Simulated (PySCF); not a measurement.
# [Tb(OH)3(H2O)]+: other functionals and bases at one geometry

An exercise on one series of results from a longer session: the logs are not shown, and one member is left open.

Program: PySCF 2.14.0. Level of theory: several levels, as the steps say, no spin–orbit coupling. These are calculated values, not measurements.

1 further run of the same task is left out (for a known fault of the program).

## Starting geometry

10 atoms, charge 1, spin multiplicity 1.

Bond lengths: Tb1–O2 1.945 Å, Tb1–O4 1.942 Å, Tb1–O6 1.943 Å, Tb1–O8 2.319 Å, O2–H3 0.964 Å, O4–H5 0.964 Å, O6–H7 0.963 Å, O8–H9 0.971 Å, O8–H10 0.971 Å. Angles: O2–Tb1–O4 112.4°, O2–Tb1–O6 112.9°, O2–Tb1–O8 103.8°, O4–Tb1–O6 111.1°, O4–Tb1–O8 108.5°, O6–Tb1–O8 107.7°, Tb1–O2–H3 166.8°, Tb1–O4–H5 168.9°, Tb1–O6–H7 168.0°, Tb1–O8–H9 125.6°, Tb1–O8–H10 127.6°, H9–O8–H10 106.8°.

Geometry (Å):

```tsv
atom	x (Å)	y (Å)	z (Å)
Tb1	-0.0132	-0.0819	0.0243
O2	1.1389	1.1069	1.0458
H3	1.7772	1.5069	1.6468
O4	-1.2362	-1.0814	1.1549
H5	-1.6874	-1.6577	1.7817
O6	0.9783	-1.2671	-1.1534
H7	1.5395	-1.9328	-1.5657
O8	-1.2531	1.3577	-1.3054
H9	-1.2148	2.3275	-1.2776
H10	-1.9021	1.1218	-1.9877
```

Formal oxidation states: Tb +4. Each metal's 7 4f electrons lie in its core potential, so multiplicities, spins and levels count the valence alone. An earlier session relaxed this geometry at PBE0, Tb lcecp-2-SVP with ECP53, O def2-SVP, H def2-SVP (singlet, point group C1).

At PBE0 on the finer grid: E = -346.696195 Eh, frontier levels not given, since the 4f levels lie in the core, Mulliken charge on Tb1 +1.44 e, largest force component 0.015 eV/Å. 

Levels to run: B3LYP; BP86; PBE0, TZVP. Hardware: 2 threads of Arm Neoverse V1, shared host.

Set-up of the first run:

File run.py (the lines that set the calculation):

```python
mol = gto.M(atom='''
Tb    -0.01316    -0.08187     0.02432
O      1.13891     1.10688     1.04579
H      1.77716     1.50691     1.64685
O     -1.23616    -1.08143     1.15487
H     -1.68736    -1.65770     1.78173
O      0.97833    -1.26715    -1.15343
H      1.53946    -1.93278    -1.56573
O     -1.25315     1.35769    -1.30538
H     -1.21477     2.32750    -1.27763
H     -1.90210     1.12178    -1.98770''',
    basis={'Tb': 'lcecp-2-SVP', 'O': 'def2-SVP', 'H': 'def2-SVP'},
    ecp={'Tb': 'lcecp-2-SVP'},
    charge=1, spin=0)
mf = dft.RKS(mol, xc='B3LYP')
mf.grids.atom_grid = (75, 302)  # f atoms: unpruned, at least (60, 302)
mf = mf.density_fit()  # fitting sets: Tb AutoAux, O def2-universal-JKFIT, H def2-universal-JKFIT
mf.conv_tol = 1e-08; mf.max_cycle = 55
mf.kernel(dm0)  # dm0: the density of the relaxed state
```

Run with:

```console
$ OMP_NUM_THREADS=2 python run.py
```

Among the steps run: B3LYP; BP86; PBE0, TZVP.

One table of the session follows, with a row left open; its other results are not shown here.

```
              level  charge on Tb1 (e)  dipole (D)  largest force component (eV/Å)
PBE0 (relaxed here)               1.44        4.15                            0.01
              B3LYP               1.36        4.13                            0.19
               BP86                  ?           ?                               ?
         PBE0, TZVP               1.92        4.34                            0.27
```

**Question.** Estimate the row for BP86.

**Answer.** charge on Tb1 (e): 1.21; dipole (D): 3.98; largest force component (eV/Å): 0.53. In the column «charge on Tb1 (e)» it is the lowest.

The dipole of a charged species depends on the origin, so these sizes hold for this origin alone.

The largest leftover force, 0.53 eV/Å with BP86, stands at a geometry relaxed at another level. With 4f in the core, its levels are missing from HOMO and gap, and its count is fixed, so no charge can pass from the ligands into it. Total energies of different levels can't be compared.
